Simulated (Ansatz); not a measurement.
# CBFO: molecular dynamics

Aim: follow the molecule's vibrations and see whether its bonds hold. The start is relaxed first. Runs: 300 steps of 1 fs at constant energy, with velocities drawn for 1000 K. SMILES of the start: O=C=BF.

All numbers below are computed with Ansatz 0.2.0 (RKS BHLYP-D4/def2-SVP).

## 1. The starting structure

Bond lengths: O1–C2 1.176 Å, C2–B3 1.444 Å, B3–F4 1.299 Å. Angles: O1–C2–B3 151.7°, C2–B3–F4 134.1°.

Structure file:

```xyz
4

O     0.7638   -0.4387    1.6196
C     0.2699   -0.0131    0.6409
B    -0.2572   -0.1786   -0.6938
F    -0.7765    0.6304   -1.5667
```

## 2. Preparing the start

File input.yaml:

```yaml
crystal:
  periodic: [false, false, false]
  atoms:
    - { symbol: O, position_ang: [0.7638, -0.4387, 1.61957] }
    - { symbol: C, position_ang: [0.26986, -0.01311, 0.64087] }
    - { symbol: B, position_ang: [-0.2572, -0.17861, -0.69377] }
    - { symbol: F, position_ang: [-0.77647, 0.63042, -1.56666] }
basis:
  gaussian: { orbitals: def2-SVP }
hamiltonian:
  xc: { name: BHLYP }
  dispersion: d4
relax:
  f_tol: 0.02
  max_steps: 40
scf:
  lower_state_search: "off"
```

Launch:

```bash
> ansatz run input.yaml --threads 1 --pin off --max-ram 2048MiB --backend cpu --events-out ev --progress --plain --runs-dir out
```

The runs that follow: Dynamics.

Q: Predict the outcome of this session. Wanted: relaxation of the start; temperature, first and last step; temperature, second half; potential energy, second half; largest change of the total energy; bonds formed or broken.

As calculated:

| quantity | value |
| --- | --- |
| relaxation of the start | 24 moves, 0.782 eV lower |
| length | 300 steps of 1 fs |
| temperature, first and last step | 1000 and 833 K |
| temperature, second half | mean 740 K, from 402 to 950 K |
| potential energy, second half | +17 meV/atom from the start |
| largest change of the total energy | 0.01 meV/atom |
| bonds formed or broken | 0 |

In words: The temperature starts at 1000 K and averages 740 K in the second half, where it ranges from 402 to 950 K. The total energy strays from its start by at most 0.01 meV/atom, under 0.1 % of the mean kinetic energy, so a step of 1 fs is short enough over this time. The bonds all hold. Averages from a run of 300 fs with 4 atoms are rough.
